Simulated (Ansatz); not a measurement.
# CH3ClO2SeSi: the cost of one run

Program: Ansatz 0.2.0. Level of theory: RKS PBE/def2-SVP. These are calculated values, not measurements.

## 1. Starting point

Bond lengths: Cl1–Si2 2.077 Å, Si2–Se3 2.254 Å, Si2–O4 1.690 Å, O4–C5 1.387 Å, Si2–O6 1.709 Å, C5–O6 1.424 Å, Se3–H7 1.560 Å, C5–H8 1.097 Å, C5–H9 1.108 Å. Angles (14 of 15 angles, heavy atoms first): Cl1–Si2–Se3 114.7°, Cl1–Si2–O4 117.5°, Cl1–Si2–O6 114.7°, Se3–Si2–O4 111.1°, Se3–Si2–O6 113.8°, O4–Si2–O6 80.5°, Si2–O4–C5 89.3°, O4–C5–O6 102.8°, Si2–O6–C5 87.3°, Si2–Se3–H7 92.2°, O4–C5–H8 115.5°, O4–C5–H9 111.5°, O6–C5–H8 109.9°, O6–C5–H9 107.9°.

Structure file:

```xyz
9

Cl   -1.9511   -1.8785    1.0810
Si   -0.2977   -0.8543    0.3532
Se    1.6156   -2.0450    0.3336
O    -0.4873    0.0153   -1.0830
C    -0.3667    1.1952   -0.3642
O    -0.1164    0.7327    0.9595
H     2.4288   -0.8400   -0.2336
H    -1.2499    1.8457   -0.3711
H     0.5131    1.7826   -0.6926
```

## 2. Relaxing end A

input.yaml reads:

```yaml
crystal:
  periodic: [false, false, false]
  atoms:
    - { symbol: Cl, position_ang: [-1.9511, -1.8785, 1.081] }
    - { symbol: Si, position_ang: [-0.2977, -0.8543, 0.3532] }
    - { symbol: Se, position_ang: [1.6156, -2.045, 0.3336] }
    - { symbol: O, position_ang: [-0.4873, 0.0153, -1.083] }
    - { symbol: C, position_ang: [-0.3667, 1.1952, -0.3642] }
    - { symbol: O, position_ang: [-0.1164, 0.7327, 0.9595] }
    - { symbol: H, position_ang: [2.4288, -0.84, -0.2336] }
    - { symbol: H, position_ang: [-1.2499, 1.8457, -0.3711] }
    - { symbol: H, position_ang: [0.5131, 1.7826, -0.6926] }
basis:
  gaussian: { orbitals: def2-SVP }
hamiltonian:
  xc: pbe
relax:
  f_tol: 0.02
  max_steps: 50
```

On the command line:

```sh
ansatz run input.yaml --threads 2 --pin off --max-ram 3072MiB --backend cpu --events-out ev --progress --plain --runs-dir out
```

Q: Estimate wall time and peak memory on 2 threads of Arm Neoverse V1, shared host.

About 29 s, with a peak of 0.18 GiB.
